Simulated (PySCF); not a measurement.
# [Nd(H2S)2]3+: forces at shaken geometries

How stiff is [Nd(H2S)2]3+? Its atoms are displaced at random by several amounts. It is a constructed species; whether it can be made isn't addressed.

Method: r2SCAN, Nd lcecp-1-SVP with ECP49, S def2-SVP, H def2-SVP; scalar-relativistic core potentials, no spin–orbit coupling; program: PySCF 2.14.0.

4 further runs of the same task are left out: 2 for a known fault of the program, 1 that didn't finish, 1 set aside as unsound or not needed.

## (1) Where the work starts

7 atoms, charge 3, spin multiplicity 1.

Bond lengths: Nd1–S2 2.865 Å, Nd1–S5 2.865 Å, S2–H3 1.373 Å, S2–H4 1.372 Å, S5–H6 1.373 Å, S5–H7 1.372 Å. Angles: S2–Nd1–S5 96.4°, Nd1–S2–H3 110.3°, Nd1–S2–H4 110.5°, H3–S2–H4 97.3°, Nd1–S5–H6 110.3°, Nd1–S5–H7 110.5°, H6–S5–H7 97.3°.

Coordinates:

```xyz
7
H4NdS2
Nd    1.50511    0.00000    0.00000
S    -0.40401    0.18094    2.12824
H     0.22534    0.07618    3.34350
H    -0.84568    1.47259    2.27068
S    -0.40401   -0.18094   -2.12824
H     0.22534   -0.07618   -3.34350
H    -0.84568   -1.47259   -2.27068
```

Formal oxidation states: Nd +3. Each metal's 3 4f electrons lie in its core potential, so multiplicities, spins and levels count the valence alone. An earlier session relaxed this geometry at r2SCAN, Nd lcecp-1-SVP with ECP49, S def2-SVP, H def2-SVP (singlet, point group C2).

Its energy there is -831.213833 Eh.

## (2) Atoms moved at random, σ = 0.1 Å

run.py (the lines that set the calculation)

```python
mol = gto.M(atom='''
Nd     1.48737     0.04548     0.06375
S     -0.29483     0.26336     2.16777
H      0.08011     0.11603     3.21223
H     -0.79417     1.51580     2.19484
S     -0.24258    -0.18606    -1.95719
H      0.02291    -0.18072    -3.39547
H     -0.80238    -1.57389    -2.28593''',
    basis={'Nd': 'lcecp-1-SVP', 'S': 'def2-SVP', 'H': 'def2-SVP'},
    ecp={'Nd': 'lcecp-1-SVP'},
    charge=3, spin=0)
mf = dft.RKS(mol, xc='R2SCAN')
mf.grids.atom_grid = (50, 194)  # f atoms: unpruned, at least (60, 302)
mf = mf.density_fit()  # fitting sets: Nd AutoAux, S def2-universal-JKFIT, H def2-universal-JKFIT
mf.conv_tol = 1e-08; mf.max_cycle = 55
mf.kernel(dm0)  # dm0: the density of the relaxed state
```

Started as:

```sh
> OMP_NUM_THREADS=2 python run.py
```

## (3) Atoms moved at random, σ = 0.15 Å

run.py (the lines that set the calculation)

```python
mol = gto.M(atom='''
Nd     1.53506     0.04192     0.00249
S     -0.67189     0.13628     2.00762
H      0.41037    -0.10869     3.38094
H     -0.98419     1.47688     2.45274
S     -0.48660    -0.33341    -2.22291
H      0.42384    -0.02001    -3.14103
H     -0.77017    -1.19297    -2.47984''',
    basis={'Nd': 'lcecp-1-SVP', 'S': 'def2-SVP', 'H': 'def2-SVP'},
    ecp={'Nd': 'lcecp-1-SVP'},
    charge=3, spin=0)
mf = dft.RKS(mol, xc='R2SCAN')
mf.grids.atom_grid = (50, 194)  # f atoms: unpruned, at least (60, 302)
mf = mf.density_fit()  # fitting sets: Nd AutoAux, S def2-universal-JKFIT, H def2-universal-JKFIT
mf.conv_tol = 1e-08; mf.max_cycle = 55
mf.kernel(dm0)  # dm0: the density of the relaxed state
```

## (4) Atoms moved at random, σ = 0.15 Å

run.py (the lines that set the calculation)

```python
mol = gto.M(atom='''
Nd     1.49748    -0.19568    -0.17790
S     -0.43635     0.25076     2.11873
H      0.15259    -0.01586     3.58491
H     -0.82473     1.43112     2.24398
S     -0.35093    -0.06376    -2.31503
H      0.23586     0.13353    -3.28277
H     -0.81751    -1.54012    -2.17192''',
    basis={'Nd': 'lcecp-1-SVP', 'S': 'def2-SVP', 'H': 'def2-SVP'},
    ecp={'Nd': 'lcecp-1-SVP'},
    charge=3, spin=0)
mf = dft.RKS(mol, xc='R2SCAN')
mf.grids.atom_grid = (50, 194)  # f atoms: unpruned, at least (60, 302)
mf = mf.density_fit()  # fitting sets: Nd AutoAux, S def2-universal-JKFIT, H def2-universal-JKFIT
mf.conv_tol = 1e-08; mf.max_cycle = 55
mf.kernel(dm0)  # dm0: the density of the relaxed state
```

Q: Predict the outcome of this session. Wanted: for each run, σ; energy rise; harmonic estimate −½ F·u; largest force component.

**Answer**, as computed:

| σ (Å) | energy rise (eV) | harmonic estimate −½ F·u (eV) | largest force component (eV/Å) |
| --- | --- | --- | --- |
| 0.1 | 1.833 | 2.065 | 11.22 |
| 0.15 | 6.509 | 8.375 | 32.78 |
| 0.15 | 2.176 | 2.278 | 9.57 |

Every displacement raises the energy. For a harmonic well the rise equals −½ F·u; the two differ by at most 29 % here (a move with σ = 0.15 Å), from anharmonicity, the grid and the small forces left at the relaxed point. These are double-zeta-type bases without diffuse functions. Spin–orbit coupling is left out.
